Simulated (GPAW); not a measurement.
NiMoIrPdW:

```
Ni Mo Pd Ir W
1.0
     2.76078    0.00000    0.00000
    -1.38039    2.39090    0.00000
     0.00000    0.00000   11.34051
Ni Mo Pd Ir W
1 1 1 1 1
Direct
  0.00000 0.00000 0.70917
  0.66667 0.33333 0.29425
  0.66667 0.33333 0.89901
  0.00000 0.00000 0.10604
  0.66667 0.33333 0.52921
```

The cell was built by a generator and needn't be a form met in nature.

Base run:

```yaml
Program: GPAW 26.7.0
Functional: AM05
Potentials_or_basis: PAW data sets generated in the run's folder for this functional
Cutoff: 600 eV
Basis: pw
k_mesh: 8 × 8 × 2
Occupations: fermi-dirac, width 0.05 eV
Spin: collinear spin, ferromagnetic start
Starting_moments: "[1.0, 1.0, 0.0, 0.6, 0.0] μB"
```

Its results: pressure -10.1 GPa; net moment 0.00 μB per cell; largest force 0.158 eV/Å.

**Question.** After a change of settings the same cell gave: pressure -8.8 GPa; net moment 0.00 μB per cell; largest force 0.185 eV/Å. Which change was it?
A. functional from AM05 to PBEsol
B. functional from AM05 to RPBE; potentials or basis from PAW data sets generated in the run's folder for this functional to the program's PAW data sets (release 1.2.1) made for this functional
C. functional from AM05 to revPBE; potentials or basis from PAW data sets generated in the run's folder for this functional to the program's PAW data sets (release 1.2.1) made for this functional
D. functional from AM05 to TPSS; potentials or basis from PAW data sets generated in the run's folder for this functional to GPAW PAW data sets (gpaw-data 1.2.1)

**Answer.** A.

Caveats: the stock nickel data set gives pressures a few GPa off other programs.

Not every run made on this cell is shown here.
